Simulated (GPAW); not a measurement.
# MoSe in GPAW: the effect of functional

Crystal: MoSe.

```
Mo Se
1.0
     0.00000    2.89288    2.89288
     2.89288    0.00000    2.89288
     2.89288    2.89288    0.00000
Mo Se
1 1
Cartesian
  0.0000 0.0000 0.0000
  2.8929 2.8929 2.8929
```

The cell was built by a generator and needn't be a form met in nature.

Alike in all runs:

- Program: GPAW 26.7.0
- Task: elastic constants
- Cutoff: 600 eV
- Basis: pw
- k mesh: 6 × 6 × 6
- Occupations: fermi-dirac, width 0.05 eV
- Spin: no spin polarisation

Each run relaxes the cell or the atoms first.

```tsv
functional	potentials or basis	relaxed volume (Å³/atom)
LDA	the program's PAW data sets (release 1.2.1) made for this functional	16.73
PBEsol	PAW data sets generated in the run's folder for this functional	17.08
r2SCAN	GPAW PAW data sets (gpaw-data 1.2.1)	17.66
RPBE	the program's PAW data sets (release 1.2.1) made for this functional	?
AM05	PAW data sets generated in the run's folder for this functional	16.97
```

What does the run with functional RPBE give?

Relaxed volume 18.14 Å³/atom.

Caveats: the density grid can change from cell to cell, which puts small steps into energies and stress; the volume moved by over 15 % at a fixed basis, so the end points are rough; the elastic tensor has a negative eigenvalue, so either the cell is unstable as it stands or the mesh is too thin; the PAW data sets were made with another functional, which shifts forces and pressure a little (some runs).

Runs at the PBE level aren't shown here.
